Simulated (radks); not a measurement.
# Pm⁴⁺ in [Xe] 4f3: an all-electron calculation

The task here is to estimate one member of a computed series from the others.

The numbers are computed with radks (a radial shooting solver on a logarithmic mesh, Libxc functionals) version 1 (non-relativistic Kohn-Sham, r2SCAN, spin-unpolarised, spherical densities, point nucleus), except any that are marked as measured or tabulated.

### The atom as given

| Property | Result |
| --- | --- |
| element | promethium (Z = 61) |
| charge | +4 |
| electrons | 57 |
| configuration | [Xe] 4f3 |

The outer shells:

Pm⁴⁺
```
[Xe] core
4f [↑ ][↑ ][↑ ][  ][  ][  ][  ]
```

Set-up of the first run:

The run's settings:

```text
Z 61
configuration [Xe] 4f3
relativity non-relativistic
functional r2scan,r2scan
spin unpolarised
nucleus point
```

Steps of the session up to this table: Self-consistent calculation.

One of the session's tables, all rows but one given; the rest of the session is left out.

It belongs to the step «Radial structure». Sizes of the orbitals, from the radial functions (bohr):

| level | <r> | outermost maximum (interpolated) | 90 % within | nodes |
| --- | --- | --- | --- | --- |
| 1s | 0.02489 | 0.0165 | 0.0442 | 0 |
| 2s | ? | ? | ? | ? |
| 2p | 0.09021 | 0.0706 | 0.146 | 0 |
| 3s | 0.2755 | 0.253 | 0.403 | 2 |
| 3p | 0.2655 | 0.240 | 0.396 | 1 |
| 3d | 0.2371 | 0.193 | 0.369 | 0 |
| 4s | 0.6221 | 0.580 | 0.891 | 3 |
| 4p | 0.6383 | 0.588 | 0.925 | 2 |
| 4d | 0.6786 | 0.600 | 1.01 | 1 |
| 5s | 1.444 | 1.32 | 2.06 | 4 |
| 5p | 1.574 | 1.43 | 2.26 | 3 |
| 4f | 0.8403 | 0.602 | 1.39 | 0 |

**Question.** Estimate the row for 2s.

As computed: <r>: 0.1062; outermost maximum (interpolated): 0.0905; 90 % within: 0.163; nodes: 1. In the column «<r>» it lies between 2p (0.09021) and 3d (0.2371).

To keep in mind: Relativity is left out here, which matters for elements this heavy. Spin polarisation and multiplet splitting are left out.
